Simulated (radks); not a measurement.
# Ionisation of Pd¹⁴⁺: one atom, several choices of exchange strength α

How much does the choice of exchange strength α matter for taking an electron from Pd¹⁴⁺? Both Pd¹⁴⁺ ([Ar] 3d10 4s2 4p2) and Pd¹⁵⁺ ([Ar] 3d10 4s2 4p1) are run for each choice.

The numbers are computed with radks (a radial shooting solver on a logarithmic mesh, Libxc functionals) version 1 (scalar-relativistic Kohn-Sham, spin-polarised, spherical densities, finite nucleus; open shells are filled with parallel spins first), except any that are marked as measured or tabulated.

## 1. The atom as given

```
element       : palladium (Z = 46)
charge        : +14
electrons     : 32
configuration : [Ar] 3d10 4s2 4p2
ion           : Pd¹⁵⁺, [Ar] 3d10 4s2 4p1
choices       : α = 0.552; α = 0.613; α = 0.622; α = 0.667; α = 0.69; α = 0.708; α = 0.938
```

Outer shells as boxes (Hund's rule):

Pd¹⁴⁺
```
[Ar] core
3d [↑↓][↑↓][↑↓][↑↓][↑↓]
4s [↑↓]
4p [↑ ][↑ ][  ]
```

Pd¹⁵⁺
```
[Ar] core
3d [↑↓][↑↓][↑↓][↑↓][↑↓]
4s [↑↓]
4p [↑ ][  ][  ]
```

In the logs a row gives level, spin channel, occupation and eigenvalue; Etot, Ekin, Encl (electron-nucleus), Eh (Hartree) and Exc are energies, all in hartree; err is the last residual, it the number of iterations.

## 2. α = 0.552: Pd¹⁴⁺

Settings of this run:

```text
Z 46
configuration [Ar] 3d10 4s2 4p2
relativity scalar-relativistic
functional xalpha 0.552
spin polarised
nucleus finite rms 4.5318 fm
c 137.035999084
```

What it wrote:

```text
1s      1   1.0000        -896.42352583
2s      1   1.0000        -140.69149744
2p      1   3.0000        -127.36432637
3s      1   1.0000         -34.53317517
3p      1   3.0000         -30.16287593
3d      1   5.0000         -23.24543298
4s      1   1.0000         -13.29639736
4p      1   2.0000         -11.84627846
1s      2   1.0000        -896.40226038
2s      2   1.0000        -140.67709724
2p      2   3.0000        -127.34473570
3s      2   1.0000         -34.50616394
3p      2   3.0000         -30.13315000
3d      2   5.0000         -23.21570914
4s      2   1.0000         -13.13576936
4p      2   0.0000         -11.68518397
Etot -4946.639810261059
Ekin 5134.882567075328
Encl -11589.045670067164
Eh 1610.1789417535185
Exc -102.65564902274087
err 7.387500179809494e-09
it 14
```

4p up is the highest filled level (-322.35 eV).

Radial moments (bohr):

```
  level  occupation  energy (eV)     <r>  outermost maximum (interpolated)  90 % within  nodes
  3p up           3      -820.77  0.3775                             0.335        0.568      1
3p down           3      -819.96  0.3771                             0.335        0.567      1
  3d up           5      -632.54  0.3543                             0.281        0.560      0
3d down           5      -631.73  0.3538                             0.281        0.559      0
  4s up           1      -361.81  0.8489                             0.808         1.21      3
4s down           1      -357.44  0.8482                             0.806         1.21      3
  4p up           2      -322.35  0.8868                             0.841         1.27      2
4p down           0      -317.97  0.8869                             0.839         1.27      2
```

Radial density 4πr²ρ:

```
r (bohr)  4πr²ρ (e/bohr)
 0.00109           1.334
 0.00159           2.589
 0.00231           4.919
 0.00334           8.951
 0.00486           15.80
 0.00708           26.17
  0.0103           39.56
  0.0149           52.29
  0.0217           58.60
  0.0316           54.63
  0.0460           50.02
  0.0665           60.20
  0.0968           73.43
   0.141           59.99
   0.205           47.69
   0.297           57.15
   0.432           37.98
   0.629           12.82
   0.917           6.559
    1.32           1.410
    1.93         0.03850
```

## 3. α = 0.552: Pd¹⁵⁺

Settings, as their differences from step 2:

```diff
@@ -1,3 +1,3 @@
 Z 46
-configuration [Ar] 3d10 4s2 4p2
+configuration [Ar] 3d10 4s2 4p1
 relativity scalar-relativistic
```

What it wrote:

```text
1s      1   1.0000        -897.75410041
2s      1   1.0000        -141.95301667
2p      1   3.0000        -128.63468864
3s      1   1.0000         -35.71080646
3p      1   3.0000         -31.34044524
3d      1   5.0000         -24.42828247
4s      1   1.0000         -14.23467733
4p      1   1.0000         -12.76507862
1s      2   1.0000        -897.74307306
2s      2   1.0000        -141.94557862
2p      2   3.0000        -128.62455087
3s      2   1.0000         -35.69647394
3p      2   3.0000         -31.32464438
3d      2   5.0000         -24.41250102
4s      2   1.0000         -14.14231893
4p      2   0.0000         -12.67209122
Etot -4934.337624798335
Ekin 5122.470779790056
Encl -11527.38174261789
Eh 1572.3367249449343
Exc -101.7633869154355
err 4.953968751751688e-09
it 14
```

α = 0.552 gives an ionisation energy of 334.76 eV.

## 4. α = 0.613: Pd¹⁴⁺

Settings of this run:

```text
Z 46
configuration [Ar] 3d10 4s2 4p2
relativity scalar-relativistic
functional xalpha 0.613
spin polarised
nucleus finite rms 4.5318 fm
c 137.035999084
```

What it wrote:

```text
1s      1   1.0000        -897.87939115
2s      1   1.0000        -141.18990493
2p      1   3.0000        -127.88579446
3s      1   1.0000         -34.77086768
3p      1   3.0000         -30.39821208
3d      1   5.0000         -23.47268790
4s      1   1.0000         -13.40211554
4p      1   2.0000         -11.94706631
1s      2   1.0000        -897.85563224
2s      2   1.0000        -141.17390736
2p      2   3.0000        -127.86397991
3s      2   1.0000         -34.74076628
3p      2   3.0000         -30.36509523
3d      2   5.0000         -23.43965277
4s      2   1.0000         -13.22292603
4p      2   0.0000         -11.76740358
Etot -4958.017912537307
Ekin 5146.7279758200675
Encl -11604.391359685247
Eh 1613.858244859046
Exc -114.21277353117318
err 1.4229578209207357e-10
it 15
```

4p up is the highest filled level (-325.10 eV).

## 5. α = 0.613: Pd¹⁵⁺

Settings, as their differences from step 4:

```diff
@@ -1,3 +1,3 @@
 Z 46
-configuration [Ar] 3d10 4s2 4p2
+configuration [Ar] 3d10 4s2 4p1
 relativity scalar-relativistic
```

What it wrote:

```text
1s      1   1.0000        -899.21411679
2s      1   1.0000        -142.45557569
2p      1   3.0000        -129.16008982
3s      1   1.0000         -35.95151833
3p      1   3.0000         -31.57873467
3d      1   5.0000         -24.65867396
4s      1   1.0000         -14.33621064
4p      1   1.0000         -12.86184913
1s      2   1.0000        -899.20180082
2s      2   1.0000        -142.44731893
2p      2   3.0000        -129.14880749
3s      2   1.0000         -35.93554925
3p      2   3.0000         -31.56113599
3d      2   5.0000         -24.64114239
4s      2   1.0000         -14.23318433
4p      2   0.0000         -12.75815449
Etot -4945.6168134697555
Ekin 5134.2161937031
Encl -11542.488793828012
Eh 1575.8735625590678
Exc -113.21777590391099
err 5.8416583520821275e-09
it 14
```

α = 0.613 gives an ionisation energy of 337.45 eV.

## 6. α = 0.622: Pd¹⁴⁺

Settings of this run:

```text
Z 46
configuration [Ar] 3d10 4s2 4p2
relativity scalar-relativistic
functional xalpha 0.622
spin polarised
nucleus finite rms 4.5318 fm
c 137.035999084
```

What it wrote:

```text
1s      1   1.0000        -898.09434771
2s      1   1.0000        -141.26355964
2p      1   3.0000        -127.96286149
3s      1   1.0000         -34.80601321
3p      1   3.0000         -30.43301721
3d      1   5.0000         -23.50631455
4s      1   1.0000         -13.41774828
4p      1   2.0000         -11.96197439
1s      2   1.0000        -898.07021847
2s      2   1.0000        -141.24732628
2p      2   3.0000        -127.94071782
3s      2   1.0000         -34.77545404
3p      2   3.0000         -30.39939824
3d      2   5.0000         -23.47279041
4s      2   1.0000         -13.23580663
4p      2   0.0000         -11.77955925
Etot -4959.698449364024
Ekin 5148.477559158171
Encl -11606.655518349158
Eh 1614.4010209713292
Exc -115.92151114436587
err 1.4811633100509973e-10
it 15
```

Highest occupied level: 4p up at -325.50 eV.

## 7. α = 0.622: Pd¹⁵⁺

Settings, as their differences from step 6:

```diff
@@ -1,3 +1,3 @@
 Z 46
-configuration [Ar] 3d10 4s2 4p2
+configuration [Ar] 3d10 4s2 4p1
 relativity scalar-relativistic
```

What it wrote:

```text
1s      1   1.0000        -899.42968455
2s      1   1.0000        -142.52984259
2p      1   3.0000        -129.23773643
3s      1   1.0000         -35.98710813
3p      1   3.0000         -31.61397437
3d      1   5.0000         -24.69276280
4s      1   1.0000         -14.35121990
4p      1   1.0000         -12.87615875
1s      2   1.0000        -899.41717727
2s      2   1.0000        -142.52146510
2p      2   3.0000        -129.22628482
3s      2   1.0000         -35.97089666
3p      2   3.0000         -31.59610954
3d      2   5.0000         -24.67497289
4s      2   1.0000         -14.24661192
4p      2   0.0000         -12.77087712
Etot -4947.282721554796
Ekin 5135.950988161752
Encl -11544.717748420233
Eh 1576.3953249213973
Exc -114.91128621771276
err 5.932853928106656e-09
it 14
```

α = 0.622 gives an ionisation energy of 337.85 eV.

## 8. α = 0.667: Pd¹⁴⁺

Settings of this run:

```text
Z 46
configuration [Ar] 3d10 4s2 4p2
relativity scalar-relativistic
functional xalpha 0.667
spin polarised
nucleus finite rms 4.5318 fm
c 137.035999084
```

What it wrote:

```text
1s      1   1.0000        -899.16973532
2s      1   1.0000        -141.63229299
2p      1   3.0000        -128.34869475
3s      1   1.0000         -34.98203419
3p      1   3.0000         -30.60736438
3d      1   5.0000         -23.67482281
4s      1   1.0000         -13.49604687
4p      1   2.0000         -12.03666033
1s      2   1.0000        -899.14374503
2s      2   1.0000        -141.61488030
2p      2   3.0000        -128.32490165
3s      2   1.0000         -34.94917902
3p      2   3.0000         -30.57122773
3d      2   5.0000         -23.63885179
4s      2   1.0000         -13.30029223
4p      2   0.0000         -11.84043368
Etot -4968.108078208761
Ekin 5157.232805502157
Encl -11617.976470408805
Eh 1617.1146261725612
Exc -124.4790394746739
err 1.7946560859905317e-10
it 15
```

4p up is the highest filled level (-327.53 eV).

## 9. α = 0.667: Pd¹⁵⁺

Settings, as their differences from step 8:

```diff
@@ -1,3 +1,3 @@
 Z 46
-configuration [Ar] 3d10 4s2 4p2
+configuration [Ar] 3d10 4s2 4p1
 relativity scalar-relativistic
```

What it wrote:

```text
1s      1   1.0000        -900.50812329
2s      1   1.0000        -142.90163570
2p      1   3.0000        -129.62646482
3s      1   1.0000         -36.16534583
3p      1   3.0000         -31.79048980
3d      1   5.0000         -24.86357970
4s      1   1.0000         -14.42637781
4p      1   1.0000         -12.94783029
1s      2   1.0000        -900.49465486
2s      2   1.0000        -142.89265471
2p      2   3.0000        -129.61416521
3s      2   1.0000         -36.14791879
3p      2   3.0000         -31.77129078
3d      2   5.0000         -24.84449769
4s      2   1.0000         -14.31383172
4p      2   0.0000         -12.83458590
Etot -4955.619071965401
Ekin 5144.632153007163
Encl -11555.862698790563
Eh 1579.0038834497004
Exc -123.3924096317013
err 5.912150794809825e-09
it 14
```

Δ-SCF with α = 0.667: 339.84 eV.

## 10. α = 0.69: Pd¹⁴⁺

Settings of this run:

```text
Z 46
configuration [Ar] 3d10 4s2 4p2
relativity scalar-relativistic
functional xalpha 0.69
spin polarised
nucleus finite rms 4.5318 fm
c 137.035999084
```

What it wrote:

```text
1s      1   1.0000        -899.71976723
2s      1   1.0000        -141.82105271
2p      1   3.0000        -128.54621908
3s      1   1.0000         -35.07218909
3p      1   3.0000         -30.69668199
3d      1   5.0000         -23.76119059
4s      1   1.0000         -13.53615292
4p      1   2.0000         -12.07492682
1s      2   1.0000        -899.69281966
2s      2   1.0000        -141.80303699
2p      2   3.0000        -128.52158045
3s      2   1.0000         -35.03815578
3p      2   3.0000         -30.65925396
3d      2   5.0000         -23.72396778
4s      2   1.0000         -13.33330471
4p      2   0.0000         -11.87160914
Etot -4972.410802807616
Ekin 5161.712427041249
Encl -11623.762838001898
Eh 1618.5014035352567
Exc -128.86179538222365
err 1.9693177938980443e-10
it 15
```

The top filled level is 4p up, -328.58 eV.

## 11. α = 0.69: Pd¹⁵⁺

Settings, as their differences from step 10:

```diff
@@ -1,3 +1,3 @@
 Z 46
-configuration [Ar] 3d10 4s2 4p2
+configuration [Ar] 3d10 4s2 4p1
 relativity scalar-relativistic
```

What it wrote:

```text
1s      1   1.0000        -901.05971153
2s      1   1.0000        -143.09195849
2p      1   3.0000        -129.82546711
3s      1   1.0000         -36.25663071
3p      1   3.0000         -31.88091272
3d      1   5.0000         -24.95112599
4s      1   1.0000         -14.46486366
4p      1   1.0000         -12.98454185
1s      2   1.0000        -901.04574890
2s      2   1.0000        -143.08266918
2p      2   3.0000        -129.81273306
3s      2   1.0000         -36.23858005
3p      2   3.0000         -31.86102953
3d      2   5.0000         -24.93138328
4s      2   1.0000         -14.34824120
4p      2   0.0000         -12.86720970
Etot -4959.8842564351
Ekin 5149.073822429984
Encl -11561.559121932152
Eh 1580.336984460152
Exc -127.7359413930833
err 5.210048568285482e-09
it 14
```

Δ-SCF with α = 0.69: 340.86 eV.

## 12. α = 0.708: Pd¹⁴⁺

Settings of this run:

```text
Z 46
configuration [Ar] 3d10 4s2 4p2
relativity scalar-relativistic
functional xalpha 0.708
spin polarised
nucleus finite rms 4.5318 fm
c 137.035999084
```

What it wrote:

```text
1s      1   1.0000        -900.15041074
2s      1   1.0000        -141.96891741
2p      1   3.0000        -128.70095468
3s      1   1.0000         -35.14283401
3p      1   3.0000         -30.76668027
3d      1   5.0000         -23.82889664
4s      1   1.0000         -13.56758120
4p      1   2.0000         -12.10491870
1s      2   1.0000        -900.12271114
2s      2   1.0000        -141.95042963
2p      2   3.0000        -128.67565315
3s      2   1.0000         -35.10787649
3p      2   3.0000         -30.72823944
3d      2   5.0000         -23.79069361
4s      2   1.0000         -13.35916567
4p      2   0.0000         -11.89603653
Etot -4975.780261719996
Ekin 5165.220444183518
Encl -11628.291348841038
Eh 1619.5866247481686
Exc -132.29598181064483
err 2.1128626344983363e-10
it 15
```

Highest occupied level: 4p up at -329.39 eV.

## 13. α = 0.708: Pd¹⁵⁺

Settings, as their differences from step 12:

```diff
@@ -1,3 +1,3 @@
 Z 46
-configuration [Ar] 3d10 4s2 4p2
+configuration [Ar] 3d10 4s2 4p1
 relativity scalar-relativistic
```

What it wrote:

```text
1s      1   1.0000        -901.49157157
2s      1   1.0000        -143.24104610
2p      1   3.0000        -129.98135854
3s      1   1.0000         -36.32815855
3p      1   3.0000         -31.95177465
3d      1   5.0000         -25.01975365
4s      1   1.0000         -14.49501690
4p      1   1.0000         -13.01331012
1s      2   1.0000        -901.47722077
2s      2   1.0000        -143.23151555
2p      2   3.0000        -129.96828400
3s      2   1.0000         -36.30961872
3p      2   3.0000         -31.93135497
3d      2   5.0000         -24.99949373
4s      2   1.0000         -14.37519521
4p      2   0.0000         -12.89277042
Etot -4963.2242952039815
Ekin 5152.5520962814735
Encl -11566.01724708646
Eh 1581.3802047607496
Exc -131.13934915974465
err 3.938266661836966e-09
it 14
```

Δ-SCF with α = 0.708: 341.67 eV.

## 14. α = 0.938: Pd¹⁴⁺

Settings of this run:

```text
Z 46
configuration [Ar] 3d10 4s2 4p2
relativity scalar-relativistic
functional xalpha 0.938
spin polarised
nucleus finite rms 4.5318 fm
c 137.035999084
```

What it wrote:

```text
1s      1   1.0000        -905.66729020
2s      1   1.0000        -143.86910544
2p      1   3.0000        -130.68983602
3s      1   1.0000         -36.05237050
3p      1   3.0000         -31.66863004
3d      1   5.0000         -24.70282718
4s      1   1.0000         -13.97232527
4p      1   2.0000         -12.49156301
1s      2   1.0000        -905.62975870
2s      2   1.0000        -143.84457590
2p      2   3.0000        -130.65597314
3s      2   1.0000         -36.00543153
3p      2   3.0000         -31.61707985
3d      2   5.0000         -24.65205589
4s      2   1.0000         -13.69155127
4p      2   0.0000         -12.21042232
Etot -5018.997493047944
Ekin 5210.21722660456
Encl -11686.159590843718
Eh 1633.4470430359588
Exc -176.50217184474508
err 4.506796179367333e-10
it 15
```

The top filled level is 4p up, -339.91 eV.

## 15. α = 0.938: Pd¹⁵⁺

Settings, as their differences from step 14:

```diff
@@ -1,3 +1,3 @@
 Z 46
-configuration [Ar] 3d10 4s2 4p2
+configuration [Ar] 3d10 4s2 4p1
 relativity scalar-relativistic
```

What it wrote:

```text
1s      1   1.0000        -907.02388098
2s      1   1.0000        -145.15683124
2p      1   3.0000        -131.98494428
3s      1   1.0000         -37.24886635
3p      1   3.0000         -32.86465327
3d      1   5.0000         -25.90540720
4s      1   1.0000         -14.88292523
4p      1   1.0000         -13.38380225
1s      2   1.0000        -907.00446198
2s      2   1.0000        -145.14422280
2p      2   3.0000        -131.96748163
3s      2   1.0000         -37.22398881
3p      2   3.0000         -32.83729577
3d      2   5.0000         -25.87852718
4s      2   1.0000         -14.72153002
4p      2   0.0000         -13.22162623
Etot -5006.062440968707
Ekin 5197.165607579553
Encl -11622.986543904313
Eh 1594.704454213238
Exc -174.94595885718485
err 2.904634875036954e-10
it 15
```

α = 0.938 gives an ionisation energy of 351.98 eV.

## 16. Summary of results

```
exchange strength α  E(Pd¹⁴⁺) (hartree)  Δ-SCF (eV)  −ε(HOMO) (eV)  <r> HOMO (bohr)  error (eV)
          α = 0.552         -4946.63981      334.76         322.35           0.8868       -7.24
          α = 0.613         -4958.01791      337.45         325.10           0.8832       -4.55
          α = 0.622         -4959.69845      337.85         325.50           0.8827       -4.15
          α = 0.667         -4968.10808      339.84         327.53           0.8801       -2.16
           α = 0.69         -4972.41080      340.86         328.58           0.8787       -1.14
          α = 0.708         -4975.78026      341.67         329.39           0.8777       -0.33
          α = 0.938         -5018.99749      351.98         339.91           0.8647       +9.98
```

In words: The NIST Atomic Spectra Database lists 342 +/- 3 eV (theoretical). The smallest miss is that of α = 0.708 (-0.33 eV), the largest that of α = 0.938 (+9.98 eV). The ionisation energies span 17.22 eV, the total energies of Pd¹⁴⁺ 1969 eV: most of the change in the total cancels in the difference. α = 2/3 is LDA exchange; there is no correlation term. The tabulated value is met near α = 0.72. Open shells are spherical and high-spin; term and fine-structure splittings are not resolved.
